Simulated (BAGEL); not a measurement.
# BeCl2 (SMILES [Cl][Be][Cl]) at FCI/STO-3G (density fitting with qzvpp-jkfit)

Aim: the energy change on altering one bond length of BeCl2 at FCI/STO-3G (density fitting with qzvpp-jkfit), from 2 runs. 

The results are computed with BAGEL 1.2.2.

13 further runs of the same task are left out: 13 set aside as unsound or not needed.

**1. Starting point**

BeCl2: 3 atoms, total charge 0, spin state singlet. SMILES: `[Cl][Be][Cl]`. Geometry: a GFN2-xTB relaxation, a rough one for these elements and not checked as a minimum.

Bond lengths: Be1–Cl2 1.762 Å, Be1–Cl3 1.761 Å. Angles: Cl2–Be1–Cl3 180.0°.

**2. A single-point energy at FCI/STO-3G (density fitting with qzvpp-jkfit)**

calc.json reads:

```json
{ "bagel" : [

{
  "title" : "molecule",
  "basis" : "sto-3g",
  "df_basis" : "qzvpp-jkfit",
  "angstrom" : true,
  "geometry" : [
    { "atom" : "Be", "xyz" : [       0.000220,       0.000130,      -0.000220 ] },
    { "atom" : "Cl", "xyz" : [      -0.016390,      -0.020190,       1.761270 ] },
    { "atom" : "Cl", "xyz" : [       0.016170,       0.020060,      -1.761060 ] }
  ]
},

{ "title" : "hf" },

{ "title" : "fci", "nstate" : 1, "ncore" : 10 }

]}
```

Launch:

```
$ BAGEL_NUM_THREADS=1 BAGEL calc.json > calc.out
```

The log of the run:

```text
* using 1 threads per process

  ===============================================================
  ===============================================================

  *** Geometry ***

  { "atom" : "Be", "xyz" : [      0.000416,      0.000246,     -0.000416 ] },
  { "atom" : "Cl", "xyz" : [     -0.030973,     -0.038154,      3.328318 ] },
  { "atom" : "Cl", "xyz" : [      0.030557,      0.037908,     -3.327921 ] },

  Number of auxiliary basis functions:      307

  Since a DF basis is specified, we compute 2- and 3-index integrals:
    o Being stored without compression. Storage requirement is 0.001 GB

  Number of basis functions:       23
  Number of electrons      :       38

    * METHOD: MOLECULE                             0.04

  *** RHF ***

  === Nuclear Repulsion ===
    84.2727274815

      * DIIS with orbital gradients will be used.

  === RHF iteration (sto-3g) ===
      0       -923.71959937          0.01338830           0.00
      1       -923.76887747          0.00225610           0.00
      2       -923.77051373          0.00065489           0.00
      3       -923.77067742          0.00010435           0.00
      4       -923.77068322          0.00001443           0.01
      5       -923.77068328          0.00000145           0.01
      6       -923.77068329          0.00000011           0.00
      7       -923.77068329          0.00000001           0.00
    * SCF iteration converged.

    * Permanent dipole moment:
           (   -0.000481,    -0.000287,     0.000975) a.u.

    * METHOD: HF                                   0.06

  ---------------------------
        FCI calculation
  ---------------------------

  Performs exactly the same way as Knowles & Handy 1984 CPL

  o alpha-beta strings
      length:          1430
  o size of the space
      determinant space:  511225
      spin-adapted space: 143143

  o single displacement lists (alpha)
      length:         32175
  o single displacement lists (beta)
      length:         32175

     guess   0:   closed 111111111....        open .............

  === FCI iteration ===

      0  0      -923.77068329     3.54e-04      0.95
      1  0      -923.80855883     1.61e-04      0.93
      2  0      -923.81489243     5.99e-05      0.93
      3  0      -923.81554907     2.73e-05      0.95
      4  0      -923.81567853     9.81e-06      1.00
      5  0      -923.81569033     3.87e-06      1.01
      6  0      -923.81569242     1.46e-06      0.96
      7  0      -923.81569268     5.40e-07      0.94
      8  0      -923.81569271     2.06e-07      1.03
      9  0      -923.81569271     6.68e-08      1.04
     10  0      -923.81569271     2.31e-08      1.04
     11  0      -923.81569271     6.89e-09      1.05
     12  0      -923.81569271     2.17e-09      1.05
     13  0      -923.81569271     6.57e-10      1.03
     14  0      -923.81569271     2.18e-10      0.96
     15  0 *    -923.81569271     6.72e-11      0.92

     * ci vector, state   0, <S^2> = 0.0000
       222222222....     0.9797343466

    * METHOD: FCI                                 16.02

  ===============================================================
```

It took 17 s on 1 thread of AMD EPYC 9R14 (Zen 4), shared host; peak memory 0.88 GiB.

**3. The distorted shape at the same level**

input.json reads:

```json
{ "bagel": [

{
  "title": "molecule",
  "basis": "sto-3g",
  "df_basis": "qzvpp-jkfit",
  "angstrom": true,
  "geometry": [
    { "atom": "Be", "xyz": [      -0.004565,      -0.005849,       0.527999 ] },
    { "atom": "Cl", "xyz": [      -0.021175,      -0.026169,       2.289489 ] },
    { "atom": "Cl", "xyz": [       0.016170,       0.020060,      -1.761060 ] }
  ]
},

{
  "title": "hf"
},

{
  "title": "fci",
  "nstate": 1,
  "ncore": 10
}

]}
```

Launch:

```
$ BAGEL_NUM_THREADS=1 BAGEL input.json > input.out
```

The log of the run:

```text
* using 1 threads per process

  ===============================================================
  ===============================================================

  *** Geometry ***

  { "atom" : "Be", "xyz" : [     -0.008627,     -0.011053,      0.997774 ] },
  { "atom" : "Cl", "xyz" : [     -0.040015,     -0.049452,      4.326507 ] },
  { "atom" : "Cl", "xyz" : [      0.030557,      0.037908,     -3.327921 ] },

  Number of auxiliary basis functions:      307

  Since a DF basis is specified, we compute 2- and 3-index integrals:
    o Being stored without compression. Storage requirement is 0.001 GB

  Number of basis functions:       23
  Number of electrons      :       38

    * METHOD: MOLECULE                             0.04

  *** RHF ***

  === Nuclear Repulsion ===
    73.8961482925

      * DIIS with orbital gradients will be used.

  === RHF iteration (sto-3g) ===
      0       -923.63464443          0.01603663           0.00
      1       -923.70388382          0.00323893           0.00
      2       -923.70687398          0.00100150           0.00
      3       -923.70721534          0.00015924           0.00
      4       -923.70723004          0.00003775           0.00
      5       -923.70723078          0.00000404           0.00
      6       -923.70723079          0.00000094           0.00
      7       -923.70723079          0.00000026           0.00
      8       -923.70723079          0.00000002           0.00
      9       -923.70723079          0.00000000           0.00
    * SCF iteration converged.

    * Permanent dipole moment:
           (    0.006238,     0.008090,    -0.737727) a.u.

    * METHOD: HF                                   0.07

  ---------------------------
        FCI calculation
  ---------------------------

  Performs exactly the same way as Knowles & Handy 1984 CPL

  o alpha-beta strings
      length:          1430
  o size of the space
      determinant space:  511225
      spin-adapted space: 143143

  o single displacement lists (alpha)
      length:         32175
  o single displacement lists (beta)
      length:         32175

     guess   0:   closed 111111111....        open .............

  === FCI iteration ===

      0  0      -923.70723079     3.38e-04      0.87
      1  0      -923.74870297     1.65e-04      0.89
      2  0      -923.75666005     6.51e-05      0.89
      3  0      -923.75771956     2.92e-05      0.89
      4  0      -923.75788129     1.00e-05      0.88
      5  0      -923.75790370     4.30e-06      0.89
      6  0      -923.75790731     1.74e-06      0.89
      7  0      -923.75790793     7.62e-07      0.89
      8  0      -923.75790804     3.16e-07      0.87
      9  0      -923.75790806     1.24e-07      0.90
     10  0      -923.75790806     4.47e-08      0.92
     11  0      -923.75790806     1.47e-08      0.89
     12  0      -923.75790806     5.01e-09      0.92
     13  0      -923.75790806     1.75e-09      0.93
     14  0      -923.75790806     5.60e-10      0.93
     15  0      -923.75790806     1.61e-10      1.03
     16  0 *    -923.75790806     4.89e-11      1.02

     * ci vector, state   0, <S^2> = 0.0000
       222222222....     0.9705606161
       222222.222...    -0.1107290352

    * METHOD: FCI                                 15.71

  ===============================================================
```

Run time: 16 s. Hardware: 1 thread of AMD EPYC 9R14 (Zen 4), shared host; peak memory 0.89 GiB.

**4. Summary of results**

At FCI/STO-3G (density fitting with qzvpp-jkfit), 10 core orbitals frozen:

```
                                                           quantity          value
                                          first shape: total energy  -923.81569 Eh
                                      distorted shape: total energy  -923.75791 Eh
energy change with the Be1–Cl3 bond stretched from 1.761 to 2.289 Å       1.572 eV
```

In words: With the Be1–Cl3 bond stretched from 1.761 to 2.289 Å the energy rises by 1.57 eV (36 kcal/mol). The first shape isn't relaxed at this level, so the change isn't measured from a minimum. The minimal basis adds a large error of its own.
